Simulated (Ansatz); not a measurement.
Predict the output of the script below (Ansatz 0.2.0, Python API).

Script `c2h5fs2si.py`:
```python
# -*- coding: utf-8 -*-
"""Single point of C2H5FS2Si in a Gaussian basis."""

from pathlib import Path
import logging
import sys

import ansatz as az

logging.basicConfig(stream=sys.stdout, format="%(levelname)s:%(name)s:%(message)s")
logger = logging.getLogger("calc")
logger.setLevel(logging.INFO)


def main():
    geometry_ang = [
        ("F", [-2.3088, 0.1948, -0.4257]),
        ("C", [-1.5951, 0.1126, 0.6812]),
        ("C", [-0.3341, -0.5851, 0.3709]),
        ("S", [0.3105, -1.9034, 1.2457]),
        ("Si", [0.7616, 0.0785, -1.0123]),
        ("S", [2.4435, 1.1508, -0.1581]),
        ("H", [-1.36, 1.124, 1.0658]),
        ("H", [-2.1471, -0.4034, 1.4216]),
        ("H", [0.0278, 1.0792, -1.7944]),
        ("H", [1.2981, -0.9787, -1.8581]),
        ("H", [2.9692, 0.0737, 0.4839]),
    ]
    c2h5fs2si = az.Crystal.molecule()
    for symbol, xyz in geometry_ang:
        c2h5fs2si = c2h5fs2si.atom(symbol, xyz)

    calc = c2h5fs2si.calculation()
    calc = calc.basis(gaussian="def2-SVP").functional("pbe0")
    calc = calc.orbitals()
    outcome = calc.run(threads=1, pin="off", runs_dir="out")
    r = outcome.report

    logger.info(f"E = {r['free_energy_ev']:.6f} eV = {r['free_energy_ev'] / 27.211386246:.7f} Ha")
    print("converged:", r["converged"], " doubts:", r["published_state_doubts"] or "none")

    field = r["mean_field"]
    print("<S^2> =", round(abs(field["state"]["spin_squared"]), 4), " all-electron relativity setting:", field["relativity"])
    print("passes:", field["passes"])
    if "symmetry" in field:
        print("occupied orbitals by irrep:", field["symmetry"]["occupied"])

    lines = Path(r["orbitals_path"]).read_text().splitlines()
    field_of = lambda key: [line.split("=")[1].strip() for line in lines if line.startswith(key)]
    orbitals = [(27.211386 * float(e), s, float(n)) for e, s, n in zip(field_of("Ene="), field_of("Spin="), field_of("Occup="))]
    homo = max(e for e, _, n in orbitals if n > 0.5)
    lumo = min(e for e, _, n in orbitals if n < 0.5)
    logger.info(f"HOMO {homo:.3f} eV, LUMO {lumo:.3f} eV, gap {lumo - homo:.3f} eV")


if __name__ == "__main__":
    main()
```

```console
$ python c2h5fs2si.py
INFO:calc:E = -34391.239623 eV = -1263.8547449 Ha
converged: True  doubts: none
<S^2> = 0.0  all-electron relativity setting: none
passes: {'evaluations': 16, 'products': 13}
occupied orbitals by irrep: [{'A': 36}, {'A': 36}]
INFO:calc:HOMO -6.823 eV, LUMO -3.279 eV, gap 3.544 eV
```

Total energies depend on the basis set; only differences at equal settings carry meaning. The geometry is a force-field or estimated start, not a minimum of this method, and the basis set is short of its limit. Levels such as HOMO and LUMO are orbital energies: with these approximate functionals they aren't the ionisation energy and electron affinity, and their gap isn't the fundamental gap. It ran for 4.9 s on 1 thread of Arm Neoverse V2 (shared host), peak memory 0.33 GiB.
